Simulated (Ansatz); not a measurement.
# BFH2O2 (SMILES OB(O)F): functionals against CCSD(T) at one geometry

The task here is to estimate one member of a computed series from the others.

The runs use Ansatz 0.2.0, Gaussian basis; single points in def2-TZVPP.

Cores are frozen in the correlated methods.

### Where the work starts

SMILES `OB(O)F`, 6 atoms, charge 0, spin multiplicity 1.

Atoms are counted from 1 here; the program's logs count them from 0.

Bond lengths: O1–B2 1.471 Å, O1–H5 0.895 Å, B2–O3 1.341 Å, B2–F4 1.312 Å, O3–H6 0.986 Å. Angles: B2–O1–H5 112.6°, O1–B2–O3 115.7°, O1–B2–F4 117.9°, O3–B2–F4 126.4°, B2–O3–H6 110.9°.

Geometry (Å):

```xyz
6
BFH2O2
O    -0.66080    1.14250   -0.45610
B    -0.02730   -0.09480    0.02530
O     1.02010    0.06910    0.84580
F    -0.54140   -1.23830   -0.36090
H    -1.28020    0.98970   -1.08360
H     1.43030   -0.79880    1.07130
```

The first run:

run/in.yaml

```yaml
crystal:
  periodic: [false, false, false]
  atoms:
    - {symbol: O, position_ang: [-0.660800, 1.142500, -0.456100]}
    - {symbol: B, position_ang: [-0.027300, -0.094800, 0.025300]}
    - {symbol: O, position_ang: [1.020100, 0.069100, 0.845800]}
    - {symbol: F, position_ang: [-0.541400, -1.238300, -0.360900]}
    - {symbol: H, position_ang: [-1.280200, 0.989700, -1.083600]}
    - {symbol: H, position_ang: [1.430300, -0.798800, 1.071300]}
basis:
  gaussian: {orbitals: def2-TZVPP}
correlation: {method: ccsd_t}
output: {forces: true}
```

No record of the launch command was kept for these runs.

Steps of the session up to this table: CCSD(T)/def2-TZVPP; PBE0-D4/def2-TZVPP; wB97M-V/def2-TZVPP; r2SCAN-D4/def2-TZVPP; PBE-D4/def2-TZVPP; r2SCAN0-D4/def2-TZVPP; SPW92/def2-TZVPP.

One of the session's tables, all rows but one given; the rest of the session is left out.

```
    method  RMS force component (eV/Å)  angle to CCSD(T) forces (°)  dipole (D)
   CCSD(T)                       2.152                    reference        1.92
   PBE0-D4                       2.152                          3.3        1.92
   wB97M-V                       2.154                          2.4        1.95
 r2SCAN-D4                       2.145                          2.0        1.90
    PBE-D4                       2.212                          6.7        1.84
r2SCAN0-D4                           ?                            ?           ?
     SPW92                       2.295                          8.4        1.88
```

Q: Estimate the row for r2SCAN0-D4 from the others.

As computed: RMS force component (eV/Å): 2.128; angle to CCSD(T) forces (°): 6.9; dipole (D): 1.96. In the column «RMS force component (eV/Å)» it is the lowest.
